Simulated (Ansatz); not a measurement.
# H4OSi: interaction energy of a dimer with the counterpoise correction from a Python script

How strongly do two molecules of H4OSi bind, and how much of that is basis error? Wanted for H4OSi: the interaction energy of a dimer with the counterpoise correction. SMILES: O[SiH3].

All numbers are computed with Ansatz 0.2.0, driven from Python. Level of theory: PBE/def2-SVP.

### Step 1. The system

Bond lengths: O1–Si2 1.625 Å, O1–H3 0.952 Å, Si2–H4 1.464 Å, Si2–H5 1.454 Å, Si2–H6 1.464 Å. Angles: O1–Si2–H4 110.3°, O1–Si2–H5 101.6°, O1–Si2–H6 110.3°, H4–Si2–H5 112.8°, H4–Si2–H6 108.8°, H5–Si2–H6 112.9°, Si2–O1–H3 122.3°.

No structure file is read: the coordinates are typed or built in the script.

### Step 2. The script

dimer_h4osi.py

```python
"""Interaction energy of two H4OSi molecules, with the counterpoise correction."""

import ansatz as az

FIRST = [
    ("O", (0.6099, -0.9822, 0.3985)),
    ("Si", (-0.0571, 0.3744, -0.1976)),
    ("H", (0.1066, -1.6224, 0.8918)),
    ("H", (-1.1317, 0.0436, -1.1349)),
    ("H", (1.0841, 1.0, -0.8452)),
    ("H", (-0.6118, 1.1866, 0.8873)),
]
SECOND = [
    ("O", (-1.2224, 4.5879, -3.1687)),
    ("Si", (-0.4459, 3.2927, -2.5686)),
    ("H", (-1.011, 4.9588, -4.0197)),
    ("H", (-0.6185, 2.1403, -3.4547)),
    ("H", (-1.1097, 3.1232, -1.2864)),
    ("H", (0.9848, 3.5748, -2.4361)),
]

def energy(atoms, ghosts=()):
    molecule = az.Crystal.molecule()
    for symbol, xyz in atoms:
        molecule = molecule.atom(symbol, xyz)
    calc = (
        molecule.calculation()
        .basis(gaussian="def2-SVP")
        .functional("PBE")
    )
    deck = calc.input()
    if ghosts:
        deck = deck.set(az.key.basis.gaussian.ghost_atoms, [{"symbol": s, "position_ang": list(xyz)} for s, xyz in ghosts])
    return az.Session.from_dict(deck).plan().execute().report["free_energy_ev"]

# monomers in their own basis and in the basis of the dimer
both = energy(FIRST + SECOND)
alone = energy(FIRST) + energy(SECOND)
ghosted = energy(FIRST, SECOND) + energy(SECOND, FIRST)
print(f"dimer {both:.6f} eV")
print(f"interaction, uncorrected   {96.485332 * (both - alone):8.3f} kJ/mol")
print(f"interaction, counterpoise  {96.485332 * (both - ghosted):8.3f} kJ/mol")
print(f"basis-set superposition    {96.485332 * (alone - ghosted):8.3f} kJ/mol")
```

### Step 3. The run

The run is started by

```sh
python dimer_h4osi.py
```

**Question.** How large is the interaction at this pose, and how much of it is basis-set superposition?

The runs gave:

```
                        quantity          value
 interaction energy, uncorrected  -4.160 kJ/mol
interaction energy, counterpoise  -1.095 kJ/mol
                   runs compared              5
```

**Reading.** The counterpoise correction takes away 74 % of the apparent binding. Uncorrected it is -4.160 kJ/mol, with the counterpoise correction -1.095 kJ/mol; the difference, 3.07 kJ/mol, is the superposition error. Reading the output:
- The dimer is a generated trial pose of unrelaxed monomers, not a minimum, so the figure is no binding energy, and the basis set is small.
- This level lacks the dispersion part of the attraction (electrostatics and induction are there), which can decide the sign where the interaction is weak.
